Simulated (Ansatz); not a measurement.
Born–Oppenheimer molecular dynamics of a periodic cell of 20 atoms, Mg₂CrWO₆ (host Mg2CrWO6, host structure P1). It goes on from the last frame of an earlier run, with new velocities.

Method: DFT PBEsol, scalar-relativistic, plane waves, PAW in Ansatz 0.2.0. Settings: accuracy low, cutoff 420 eV, k mesh 2x2x1, fermi-dirac smearing 0.05 eV, spin collinear.

- ensemble: NVT, Langevin thermostat
- time step: 1 fs
- steps asked: 400
- set temperature: 1120 K
- friction: 0.01 /fs
- seed: 916785

First frame:

```xyz
20
Lattice="5.2897 0.0000 0.0000 -2.6197 4.9967 0.0000 -0.0263 -2.8222 8.7211" Properties=species:S:1:pos:R:3
Mg 2.663 -1.758 7.382
Mg 0.021 -0.356 3.059
Mg 2.639 1.601 5.250
Mg 0.087 2.968 0.915
Cr 0.013 0.548 6.548
Cr 2.687 1.994 2.228
W 2.659 -1.275 4.379
W 0.048 0.132 0.028
O 1.624 2.821 3.996
O -1.024 1.362 8.330
O -0.768 2.329 5.410
O 1.931 3.755 1.052
O -0.835 3.179 2.779
O 1.880 1.851 7.137
O 1.127 -0.126 4.816
O 3.768 1.274 0.375
O 3.542 -0.554 6.030
O 0.847 0.859 1.678
O 3.393 0.287 3.392
O 0.826 -1.138 7.854
```

What does the run give?

The run went to its last step.

| Property | Result |
| --- | --- |
| steps done | 400 |
| time covered | 400 fs |
| mean temperature over the second half | 1198 K |
| spread of the potential energy over the second half | 19.3 meV per atom |
| mean potential energy of the second half above the start | 75.8 meV per atom |

A run of 0.4 ps of so small a system gives no equilibrium averages. No Hubbard correction was used and the magnetic state wasn't searched. Limits of this set-up: coarse k mesh, low accuracy level.

What happens to the structure?

Mean squared displacements from the first frame to the last, about the centre of mass: Mg 0.10 Å², Cr 0.02 Å², W 0.03 Å², O 0.10 Å². Another seed would give other details.

How do temperature and energy run in time?


```tsv
time (fs)	T (K)	potential energy less start (eV)
0	1064	0.000
20	928	0.630
40	716	0.972
60	743	1.036
80	910	1.158
100	1134	0.682
120	890	1.190
140	1112	0.746
160	1265	1.245
180	862	2.071
200	1198	1.536
220	1149	2.102
240	1055	2.303
260	1309	0.995
280	986	1.622
300	1514	1.309
320	1236	1.205
340	1126	1.633
360	1303	0.973
380	1311	1.185
400	993	1.534
```

Run time: 26 min on 2 threads of Intel(R) Xeon(R) Gold 6455B (Sapphire Rapids) (shared host), peak memory 1.2 GiB.
